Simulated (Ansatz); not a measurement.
Task: a comparison of norm-conserving and PAW potentials of TiAu, space group Pmma, with the Ansatz DFT code, driven from Python. Give the script and its output. Level of theory (first run): PBEsol, PAW, the default cutoff (420 eV here), 6×9×5 k-points, Gaussian smearing of 0.01 eV.

```yaml
crystal:
  lattice:
    - [4.61507, 0.00000, 0.00000]
    - [0.00000, 2.95519, 0.00000]
    - [0.00000, 0.00000, 4.94751]
  atoms:
    - { symbol: Ti, position: [0.25000, 0.00000, 0.82019] }
    - { symbol: Ti, position: [0.75000, 0.00000, 0.17981] }
    - { symbol: Au, position: [0.25000, 0.50000, 0.32411] }
    - { symbol: Au, position: [0.75000, 0.50000, 0.67589] }
```

`tiau.py`
```python
'''Two kinds of potentials on TiAu.'''

import ansatz as az
import numpy as np

FUNCTIONAL = 'pbesol'
K_LENGTH = 27
SMEARING = 'Gaussian'
WIDTH_EV = 0.01
SCF_TOL = 1e-06
N_EMPTY = 12


def count_gap(report):
    # lowest empty less highest filled band, counting bands; zero where they overlap
    return max(report.get('gap_by_band_count_ev') or 0.0, 0.0)

lattice = az.Lattice.of(
    (4.615071, 0.0, 0.0),
    (0.0, 2.955194, 0.0),
    (0.0, 0.0, 4.947513),
)
sites = [
    ('Ti', (0.25, 0.0, 0.820191)),
    ('Ti', (0.75, 0.0, 0.179809)),
    ('Au', (0.25, 0.5, 0.32411)),
    ('Au', (0.75, 0.5, 0.67589)),
]
cell = az.Crystal(lattice=lattice)
for symbol, position in sites:
    cell = cell.atom(symbol, position)

model = (
    cell.calculation()
    .functional(FUNCTIONAL)
    .kpoints(length=K_LENGTH)  # sampling of the Brillouin zone
    .occupations(SMEARING, width=WIDTH_EV)  # the run then minimises F = E - TS
    .mixing('anderson', preconditioner='none')
    .scf(tolerance=SCF_TOL, extra_bands=N_EMPTY, algorithm='direct_min')
    .stress()
    .forces()  # minus the gradient of the free energy
    .band_table()  # levels at the mesh points
)
variants = {
    'PAW': model.pseudopotentials('paw'),
    'norm-conserving': model.pseudopotentials('nc'),
}
# totals differ by the cores that each treatment holds, so compare what does not depend on them
rows = []
for label, variant in variants.items():
    report = variant.run(threads=1, backend='cpu').report
    levels = np.array(report['eigenvalues_ev'][0]) - report['fermi_energy_ev']
    print(label, 'levels at the first k-point near E_F:', np.round(levels[np.abs(levels) < 5], 3))
    rows.append((label, report['n_electrons'], np.trace(report['stress_gpa']) / 3, float(np.abs(report['forces_ev_ang']).max()), count_gap(report)))
lines = [','.join(['treatment', 'electrons in bands', 'P GPa', 'max force component eV/A', 'gap by band count eV'])] + [','.join(f'{v:.4f}' if isinstance(v, float) else str(v) for v in row) for row in rows]
print('\n'.join(lines))
with open('nc_paw.csv', 'w') as handle:
    handle.write('\n'.join(lines) + '\n')
```

```console
$ python tiau.py
DeckWarning: basis.ecutwfc = 420 eV, auto-derived from the records' recommended cutoffs: set by Ti (normal level)
DeckWarning: scf.convergence.dr2_threshold = 1e-6 eV is looser than this run's default, which is 1e-7 eV or tighter. The error in the forces grows as the threshold's square root, so leave the key out unless less accurate forces are enough
DeckWarning: output.stress: scf.convergence.dr2_threshold = 1e-6 eV is looser than the 4e-10 eV advised for a printed stress (1e-10 eV for each atom of the cell: 4). What an SCF threshold leaves in a [...]
PAW levels at the first k-point near E_F: [-4.584 -4.473 -4.407 -3.976 -3.855 -3.773 -2.835 -1.27  -0.37  -0.228
  0.036  0.039  1.726  1.957  2.03   2.314  2.466  2.835  4.094]
DeckWarning: basis.ecutwfc = 1142.878222 eV, auto-derived from the records' recommended cutoffs: set by Ti (normal level)
norm-conserving levels at the first k-point near E_F: [-4.581 -4.472 -4.405 -3.974 -3.853 -3.772 -2.839 -1.274 -0.374 -0.225
  0.038  0.039  1.727  1.959  2.032  2.316  2.468  2.836  4.091]
treatment,electrons in bands,P GPa,max force component eV/A,gap by band count eV
PAW,62.0000,-6.0409,0.3375,0.0000
norm-conserving,62.0000,-6.1778,0.3433,0.0000
```
(Warnings from the package without file and line, shortened.)

PAW gives -6.041 GPa and norm-conserving -6.178 GPa, 0.14 GPa apart. They took 35.3 and 279.5 s of processor time.

Caveats:
- These settings explore the input space; cutoff and mesh may be short of convergence.
- The mesh is modest for a metal, so energies can be off by several to tens of meV an atom and pressures by half a GPa or more; differences at equal mesh fare better.
- A gap by band count of zero or less means overlapping bands, a metal.
- At these settings the cell as given stands under about -6 GPa, so it isn't at this functional's equilibrium volume.
- This cell is a computed structure, which may not be the phase found in nature.
- Gaps and levels are Kohn-Sham values on a finite set of k-points, without spin-orbit coupling.
- Stress is positive in compression.
- Wall time of the script: 5.2 min on 1 thread of Arm Neoverse V1 (shared host), peak memory 1.6 GiB.
